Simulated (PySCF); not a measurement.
# C3H6F2GeSe: spin-spin couplings

Aim: predict the spin-spin couplings of C3H6F2GeSe (`C[C@@H]1[GeH2][C](F)(F)[Se]1`).

Computed with PySCF 2.14.0, with density-fitted response routines of our own, on a single molecule in the gas phase. Atoms count from 0, in the outputs and in this text.

### 1 The molecule as given

13 atoms, charge 0, multiplicity 1; geometry from: GFN2-xTB.

Bonds of the start (Å): C0–C1 1.52, C1–Ge2 2.01, Ge2–C3 2.01, C3–F4 1.36, C3–F5 1.35, C3–Se6 1.99, Se6–C1 2.01, C0–H7 1.09, C0–H8 1.09, C0–H9 1.09, C1–H10 1.09, Ge2–H11 1.50, Ge2–H12 1.51.

### 2 Indirect couplings: B3LYP/pcSseg-1+pcJ-1

Job settings and geometry (Å):

```
{"job": {"kind": "j", "xc": "B3LYP", "basis": "pcJ-1"}, "charge": 0, "multiplicity": 1}
C      1.753451     0.381908    -0.500313
C      0.809977    -0.100388     0.585243
Ge    -0.767944    -1.144192    -0.090434
C     -1.784444     0.556800     0.249014
F     -2.056506     1.293411    -0.856678
F     -2.947394     0.476272     0.931523
Se    -0.327561     1.382481     1.332996
H      2.310743    -0.464151    -0.904449
H      1.198980     0.850677    -1.313584
H      2.462045     1.108875    -0.105805
H      1.364273    -0.550274     1.409777
H     -1.289819    -2.246053     0.791679
H     -0.730190    -1.544880    -1.546698
```

With the program's defaults for keys left out, this is: B3LYP/pcJ-1 Ge:pcSseg-1 Se:pcSseg-1 indirect spin-spin coupling, non-relativistic, gas phase.

On the command line:

```sh
$ OMP_NUM_THREADS=1 python probes_run.py task.json out
```

The driver reads the jobs from task.json and runs them one after another.

What will the session give for the following? largest coupling of the table (B3LYP/pcSseg-1+pcJ-1). Wanted: largest coupling of the table.

**Answer**, as computed:

```
                                            quantity                     value
largest coupling of the table (B3LYP/pcSseg-1+pcJ-1)  1J(C,F) C3–F4, -407.8 Hz
```

What this shows: In the run at B3LYP/pcSseg-1+pcJ-1, the largest coupling of the table is C3–F4, -407.8 Hz, of which the Fermi-contact term gives -386.3 Hz. Couplings across rotatable bonds belong to this one conformer; where others are populated, the observed values are averages. Density functionals describe couplings to fluorine poorly, F–F couplings above all, so those rows are rough. Spin-orbit coupling is left out, which matters for shieldings and couplings at and beside the heavy atoms.
